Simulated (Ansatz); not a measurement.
# ZrHO+ (septet): the correlation ladder, def2-TZVPP

One table from this session's results is given with a row withheld; the runs are named, their logs left out.

Method: def2-TZVPP, core rule «outside noble gas», up to 5 orbitals frozen; program: Ansatz 0.2.0, Gaussian basis.

Plan: UHF; ROHF; CCSD(T) on UHF.

## The geometry

The geometry is a PBE0/def2-TZVP stationary point (not a proven minimum) of the parent state, kept for this charge and spin. No spin-orbit coupling is included. Elements past krypton take def2 core potentials.

3 atoms, charge 1, spin multiplicity 7.

Atoms are counted from 1 here; the program's logs count them from 0.

Bond lengths: Zr1–O2 2.620 Å, O2–H3 0.978 Å. Angles: Zr1–O2–H3 103.1°.

Set-up of the first run:

The input, in.yaml:

```yaml
crystal:
  periodic: [false, false, false]
  atoms:
    - {symbol: Zr, position_ang: [0.000000, -0.236551, 1.833008]}
    - {symbol: O, position_ang: [0.000000, -0.352513, -0.784724]}
    - {symbol: H, position_ang: [0.000000, 0.589064, -1.048284]}
basis:
  gaussian: {orbitals: def2-TZVPP}
total_charge: 1
magnetization: {spin_polarized: true, initial_magnetization: 6}
hamiltonian: {xc: hf}
output: {orbitals: {seedname: orbitals}}
```

Started as:

```console
ansatz run in.yaml --threads 1 --pin off --events-out ev --progress --plain --max-ram 4096MiB --backend cpu
```

Among the steps run: UHF; ROHF; CCSD(T) on UHF.

One of the session's tables, all rows but one given; the rest of the session is left out.

```
  method  from UCCSD(T) (kJ/mol)
    ROHF                  +572.1
     UHF                       ?
    UMP2                   +79.7
   UCCSD                   +11.7
UCCSD(T)                       0
```

Estimate the missing values for UHF.

The run gave: from UCCSD(T) (kJ/mol): +537.1. In the column «from UCCSD(T) (kJ/mol)» it lies between UMP2 (+79.7) and ROHF (+572.1).
